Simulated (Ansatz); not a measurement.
# FGaH2OS: a ladder of functionals and wavefunction methods

Aim: compute FGaH2OS with functionals from several rungs and with coupled cluster. The yardstick is the atomisation energy at the CCSD(T) limit.

Program: Ansatz 0.2.0, Gaussian basis. Level of theory: functionals in def2-TZVPP, the program's frozen cores in correlated methods. These are calculated values, not measurements.

Levels to be run: PBE-D4, r2SCAN-D4, PBE0-D4, B3LYP-D4, ωB97X-V, ωB97M-V, B2PLYP; CCSD(T)/def2-TZVPP; CCSD(T)/def2-QZVPP; extrapolation to the limit.

## (1) The relaxed structure

The geometry comes from an earlier relaxation with PBE0-D4 in a triple-zeta def2 set; it is a stationary point.

SMILES `[OH][Ga]([F])[SH]`, 6 atoms, charge 0, spin multiplicity 1.

Atoms are counted from 1 here; the program's logs count them from 0.

Bond lengths: O1–Ga2 1.767 Å, O1–H5 0.960 Å, Ga2–F3 1.744 Å, Ga2–S4 2.179 Å, S4–H6 1.345 Å. Angles: Ga2–O1–H5 114.3°, O1–Ga2–F3 114.7°, O1–Ga2–S4 127.1°, F3–Ga2–S4 118.2°, Ga2–S4–H6 91.7°.

## (2) PBE-D4 (GGA)

in.yaml

```yaml
crystal:
  periodic: [false, false, false]
  atoms:
    - {symbol: O, position_ang: [-0.485510, 1.819390, -0.060111]}
    - {symbol: Ga, position_ang: [0.211818, 0.211482, 0.167193]}
    - {symbol: F, position_ang: [1.674502, 0.178488, 1.116057]}
    - {symbol: S, position_ang: [-0.562473, -1.676605, -0.597431]}
    - {symbol: H, position_ang: [-1.288930, 1.831005, -0.584943]}
    - {symbol: H, position_ang: [0.450593, -2.363760, -0.040764]}
basis:
  gaussian: {orbitals: def2-TZVPP}
hamiltonian: {xc: pbe, dispersion: d4}
output: {forces: true, orbitals: {seedname: orbitals}}
```

The run is started by

```bash
$ ansatz run in.yaml --threads 2 --pin off --events-out ev --progress --plain --max-ram 32768MiB --backend cpu
```

The runs that follow: r2SCAN-D4 (meta-GGA); PBE0-D4 (hybrid); B3LYP-D4 (hybrid); ωB97X-V (range-separated); ωB97M-V (range-separated); B2PLYP (double hybrid); CCSD(T) in def2-TZVPP; CCSD(T) in def2-QZVPP.

Q: Predict the results of all the runs planned. Wanted: atomisation energy, CCSD(T)/CBS; farthest; mean size of error, hybrid; mean size of error, range-separated; gap, smallest and largest; T1 diagnostic; triples share of the correlation energy.

**Answer**, as computed:

| quantity | value |
| --- | --- |
| atomisation energy, CCSD(T)/CBS | 20.587 eV |
| functionals within 0.206 eV (1.0 %) | PBE-D4, r2SCAN-D4, ωB97X-V |
| farthest | B3LYP-D4 (-0.571 eV) |
| mean size of error, hybrid | 0.528 eV |
| mean size of error, range-separated | 0.150 eV |
| gap, smallest and largest | 4.79 eV (PBE-D4), 11.49 eV (ωB97X-V) |
| T1 diagnostic | 0.0140 |
| triples share of the correlation energy | 3.7 % |

What this shows: PBE-D4 is off by +0.157 eV. Double hybrids carry the basis error of their MP2 part in triple zeta, and no dispersion term here, so their miss is partly the set-up's. The reference freezes the cores and leaves out relativity and excitations past (T), and its outer-core shells are covered unevenly, so misses under about 0.206 eV can't be ranked. Hartree-Fock recovers 67 % of the binding; the rest is correlation. Orbital gaps span 4.8 to 11.5 eV; exact exchange widens them. Correlated methods include outer-core shells of Ga, which these sets cover unevenly.
